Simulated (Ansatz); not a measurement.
# RuCO+ (quartet): from Hartree-Fock to the top rungs, def2-SVP

The task here is to estimate one member of a computed series from the others.

The runs use Ansatz 0.2.0, Gaussian basis; def2-SVP, core rule «outside noble gas», up to 6 orbitals frozen.

The runs, in order: UHF; CCSD(T) on ROHF; CCSD(T) on UHF; CISD; CCSDT(Q) on ROHF; CCSDT(Q) on UHF.

5 further runs of the same task are left out: 2 for a known fault of the program, 3 set aside as unsound or not needed.

### What is computed

The geometry is a PBE0/def2-TZVP stationary point (not a proven minimum) of the parent state, kept for this charge and spin. No spin-orbit coupling is included. Elements past krypton take def2 core potentials.

3 atoms, charge 1, spin multiplicity 4.

Atoms are counted from 1 here; the program's logs count them from 0.

Bond lengths: Ru1–C2 2.550 Å, C2–O3 1.113 Å. Angles: Ru1–C2–O3 170.5°.

Set-up of the first run:

Input file in.yaml:

```yaml
crystal:
  periodic: [false, false, false]
  atoms:
    - {symbol: Ru, position_ang: [0.000000, 0.017415, 2.066718]}
    - {symbol: C, position_ang: [0.000000, -0.079877, -0.481422]}
    - {symbol: O, position_ang: [0.000000, 0.062462, -1.585295]}
basis:
  gaussian: {orbitals: def2-SVP}
total_charge: 1
magnetization: {spin_polarized: true, initial_magnetization: 3}
hamiltonian: {xc: hf}
output: {orbitals: {seedname: orbitals}}
```

Command:

```bash
$ ansatz run in.yaml --threads 1 --pin off --events-out ev --progress --plain --max-ram 4096MiB --backend cpu
```

Among the steps run: UHF; CCSD(T) on ROHF; CCSD(T) on UHF; CISD; CCSDT(Q) on ROHF; CCSDT(Q) on UHF.

One table of the session follows, with a row left open; its other results are not shown here.

It belongs to the step «Misses and costs». 

| method | from RCCSDT(Q) (meV) |
| --- | --- |
| ROHF | +11582.9 |
| UHF | ? |
| RMP2 | +777.4 |
| UMP2 | +658.9 |
| CISD | +1499.6 |
| RCCSD | +449.0 |
| UCCSD | +347.4 |
| RCCSD(T) | +62.8 |
| UCCSD(T) | -36.8 |
| RCCSDT | +32.0 |
| UCCSDT | -60.8 |
| RCCSDT(Q) | 0 |
| UCCSDT(Q) | -95.4 |

Estimate the missing values for UHF.

**Answer.** from RCCSDT(Q) (meV): +11428.5. In the column «from RCCSDT(Q) (meV)» it lies between CISD (+1499.6) and ROHF (+11582.9).

To keep in mind: Restricted and unrestricted rows rest on different reference determinants; where their highest levels disagree by more than a few hundredths of an eV, they describe different states and don't form one ladder.
